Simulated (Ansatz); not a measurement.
# HfB5: a closer look at a trial structure

Aim: for this structure of HfB5, see whether it has a gap, which orbitals make up the states near it and how charge is shared.

Computed with Ansatz 0.2.0 (DFT PBE, scalar-relativistic, plane waves, PAW, unless a step's input says otherwise).

1 further run of the same task is left out (set aside as unsound or not needed).

**1. The starting structure**

Symmetry: P6/mmm, No. 191, hexagonal system. Conventional cell: a = 4.331 Å, b = 4.331 Å, c = 2.942 Å, α = 90.00°, β = 90.00°, γ = 120.00°. Hf (site symmetry 6/mmm) is surrounded by 18 B at 2.50 to 2.62 Å. Around B (site symmetry -6m2) lie 9 B at 1.93 to 2.50 Å and 3 Hf at 2.50 Å. B (site symmetry mmm) is surrounded by 8 B at 1.93 to 2.17 Å and 4 Hf at 2.62 Å.

As a file:

```cif
data_structure
_symmetry_space_group_name_H-M 'P 1'
_symmetry_Int_Tables_number 1
_cell_length_a 4.3307
_cell_length_b 4.3307
_cell_length_c 2.9424
_cell_angle_alpha 90.000
_cell_angle_beta 90.000
_cell_angle_gamma 120.000
_cell_volume 47.79
loop_
_atom_site_label
_atom_site_type_symbol
_atom_site_fract_x
_atom_site_fract_y
_atom_site_fract_z
_atom_site_occupancy
Hf1 Hf 0.00000 0.00000 0.00000 1
B1 B 0.33333 0.66667 0.00000 1
B2 B 0.66667 0.33333 0.00000 1
B3 B 0.50000 0.00000 0.50000 1
B4 B 0.50000 0.50000 0.50000 1
B5 B 0.00000 0.50000 0.50000 1
```

The cell was relaxed beforehand at this level, from a database cell with other species swapped in; it is a trial structure. At a tolerance of 0.05 Å it has space group P6/mmm (No. 191); it has 7.96 Å³/atom, an uncorrected energy of +0.47 eV/atom over the elements.

**2. Bands, states and charges**

input.yaml

```yaml
crystal:
  lattice:
    - [4.3306579884, 0.0, 0.0]
    - [-2.1653289942, 3.750459833, 0.0]
    - [0.0, 0.0, 2.9423631074]
  atoms:
    - { symbol: Hf, position: [0.0, 0.0, 0.0] }
    - { symbol: B, position: [0.3333333333, 0.6666666667, 0.0] }
    - { symbol: B, position: [0.6666666667, 0.3333333333, 0.0] }
    - { symbol: B, position: [0.5, 0.0, 0.5] }
    - { symbol: B, position: [0.5, 0.5, 0.5] }
    - { symbol: B, position: [0.0, 0.5, 0.5] }
basis:
  ecutwfc: 420
kpoints:
  mp_grid: { grid: [12, 12, 12] }
  band_path:
    path:
      - [[0.0, 0.0, 0.0], [0.5, 0.0, 0.0], [0.33333333, 0.33333333, 0.0], [0.0, 0.0, 0.0], [0.0, 0.0, 0.5], [0.5, 0.0, 0.5], [0.33333333, 0.33333333, 0.5], [0.0, 0.0, 0.5]]
      - [[0.5, 0.0, 0.5], [0.5, 0.0, 0.0]]
      - [[0.33333333, 0.33333333, 0.5], [0.33333333, 0.33333333, 0.0]]
    npoints: 14
hamiltonian:
  xc: pbe
scf:
  occupations: { method: gaussian, width: 0.1 }
  n_extra_bands: 15
output:
  forces: true
  stress: true
  eigenvalues: true
  populations: true
  dos: { projected: true, de: 0.02, nscf_kmesh: { grid: [15, 15, 15] } }
  bader: true
  write_density: true
  write_potential: true
  elf: true
  volumetric_format: npy
```

On the command line:

```sh
> ansatz run input.yaml --threads 1 --pin off --max-ram 2560MiB --backend cpu --events-out ev --progress --plain --runs-dir out
```

What does the calculation give? Wanted: gap; states at the Fermi level; Bader charges.

As calculated:

| quantity | value |
| --- | --- |
| gap | none (metal) |
| states at the Fermi level | 1.41 per eV per cell |
| Bader charges | Hf +1.54, B -0.52 to -0.16 e |

**Reading.** Bands cross the Fermi level: a metal at this level of theory. Of the projected weight within 0.25 eV of the Fermi level, the largest part is B 2p (51 %) and Hf 5d (35 %). Bader charges reach 1.5 e, so charge transfer in this metal is strong. Spin-orbit coupling is left out, which matters for the bands of Hf.
